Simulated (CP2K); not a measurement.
Runs of CP2K 2026.2 on AlIn. The structure is hexagonal, space group P6/mmm (No. 191). Conventional cell: a = 3.054 Å, b = 3.054 Å, c = 5.828 Å, α = 90.00°, β = 90.00°, γ = 120.00°. Al (site symmetry 6/mmm) is surrounded by 2 In at 2.91 Å and 6 Al at 3.05 Å. In (site symmetry 6/mmm) is surrounded by 2 Al at 2.91 Å and 6 In at 3.05 Å. The cell was built by a generator and needn't be a form met in nature.

```tsv
task	level	EPS_DEFAULT	NGRIDS	CUTOFF of the grids	cutoff of the non-local correlation (Ry)	gap on the mesh (eV)	pressure (GPa)
single point	BEEF-vdW	1.0E-9	4	675 Ry	300	none	1.0
single point	BLYP	1.0E-9	4	675 Ry	-	none	4.0
single point	TPSS	1.0E-9	4	675 Ry	-	none	-1.5
single point	LDA	1.0E-9	4	675 Ry	-	none	(b)
single point	PBEsol	1.0E-9	4	675 Ry	-	none	(a)
single point	PW91	1.0E-9	4	675 Ry	-	none	0.3
single point	PBE	1.0E-10	5	450 Ry	-	none	0.1
single point	PBE	1.0E-9	4	675 Ry	-	none	0.1
```

Alike in all rows: potentials or basis POTENTIAL_UZH Al GTH-PBE-q3, In GTH-PBE-q13; TZVP-MOLOPT-PBE-GTH basis; no spin polarisation; cell as given; k mesh 10 × 10 × 5; smearing fermi-dirac 0.05 eV.

Task: Estimate the missing entries.

Result: (a) -1.8; (b) -2.5.

Caveats: the basis of atomic orbitals isn't converged, which shifts pressures, moduli and gaps; the potentials were made for another functional, which shifts forces and pressure (some runs).

A k mesh can miss the band edges, and the runs leave out spin-orbit coupling on In.

A gap of «none» marks a metal or a gap under the smearing width.

Not every run made on this cell is shown here.
